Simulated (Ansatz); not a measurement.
# FH₄NOSi: ionisation energy by level of theory

Aim: the vertical ionisation energy of FH₄NOSi, as cation minus neutral at the neutral's geometry, on several levels, and how well −ε(HOMO) stands in for it.

Computed with Ansatz 0.2.0, Gaussian basis. Level: unrestricted cation, the program's frozen cores in correlated methods.

Levels to be run: UKS PBE-D4/def2-TZVPP; UKS r2SCAN-D4/def2-TZVPP; UKS PBE0-D4/def2-TZVPP; UKS B3LYP-D4/def2-TZVPP; UKS wB97X-V/def2-TZVPP; UKS wB97M-V/def2-TZVPP; UKS B2PLYP/def2-TZVPP; UHF-CCSD(T)/def2-TZVPP; UHF-CCSD(T)/def2-QZVPP; extrapolation to the limit; then −ε(HOMO) from the neutral's earlier runs with LDA (SPW92), PBE-D4, revPBE-D4, BLYP-D4, r2SCAN-D4, B97M-V, PBE0-D4, B3LYP-D4, r2SCANh-D4, r2SCAN0-D4, HSE06-D4, BHLYP-D4, CAM-B3LYP-D4, LC-ωPBE, ωB97X-V, ωB97M-V.

## 1. The relaxed structure

All runs share one geometry, relaxed beforehand with PBE0-D4 in a triple-zeta def2 set.

SMILES `N[SiH](O)F`, 8 atoms, charge 0, spin multiplicity 1.

Atoms are counted from 1 here; the program's logs count them from 0.

Bond lengths: N1–Si2 1.699 Å, N1–H5 1.007 Å, N1–H6 1.006 Å, Si2–O3 1.629 Å, Si2–F4 1.596 Å, Si2–H7 1.474 Å, O3–H8 0.959 Å. Angles: Si2–N1–H5 120.5°, Si2–N1–H6 121.6°, H5–N1–H6 111.9°, N1–Si2–O3 110.7°, N1–Si2–F4 104.3°, N1–Si2–H7 118.1°, O3–Si2–F4 112.6°, O3–Si2–H7 104.5°, F4–Si2–H7 106.9°, Si2–O3–H8 117.0°.

## 2. Cation, UKS PBE-D4/def2-TZVPP

The input, in.yaml:

```yaml
crystal:
  periodic: [false, false, false]
  atoms:
    - {symbol: N, position_ang: [-1.012515, 0.582046, -0.115386]}
    - {symbol: Si, position_ang: [0.577270, -0.014723, -0.182209]}
    - {symbol: O, position_ang: [0.837435, -1.094232, 1.009133]}
    - {symbol: F, position_ang: [0.694220, -0.665777, -1.634396]}
    - {symbol: H, position_ang: [-1.468789, 0.916672, -0.948003]}
    - {symbol: H, position_ang: [-1.375530, 1.022013, 0.713586]}
    - {symbol: H, position_ang: [1.685453, 0.948658, -0.055295]}
    - {symbol: H, position_ang: [0.154655, -1.751755, 1.156869]}
basis:
  gaussian: {orbitals: def2-TZVPP}
total_charge: 1
magnetization: {spin_polarized: true, initial_magnetization: 1}
hamiltonian: {xc: pbe, dispersion: d4}
```

Command:

```bash
$ ansatz run in.yaml --threads 2 --pin off --events-out ev --progress --plain --max-ram 22528MiB --backend cpu
```

Further steps of the session: Cation, UKS r2SCAN-D4/def2-TZVPP; Cation, UKS PBE0-D4/def2-TZVPP; Cation, UKS B3LYP-D4/def2-TZVPP; Cation, UKS wB97X-V/def2-TZVPP; Cation, UKS wB97M-V/def2-TZVPP; Cation, UKS B2PLYP (frozen core)/def2-TZVPP; Cation, UHF-CCSD(T)/def2-TZVPP; Cation, UHF-CCSD(T)/def2-QZVPP.

Before running them: what should the planned runs give, taken together? Wanted: ionisation energy, CCSD(T)/CBS; nearest functional by difference; nearest −ε(HOMO); −ε(HOMO) of PBE; T1 of the cation.

**Answer**, as computed:

| quantity | value |
| --- | --- |
| ionisation energy, CCSD(T)/CBS | 10.76 eV |
| nearest functional by difference | ωB97X-V (-0.16 eV) |
| nearest −ε(HOMO) | LC-ωPBE (+0.10 eV) |
| −ε(HOMO) of PBE | 6.46 eV |
| T1 of the cation | 0.019 |

What this shows: Energy differences with functionals land within 0.53 eV of the reference. The PBE orbital energy is 4.3 eV too small: a semilocal HOMO is no ionisation energy. Among orbital estimates LC-ωPBE comes nearest. Hartree-Fock falls 1.48 eV short, as the neutral has more correlation energy than the cation.
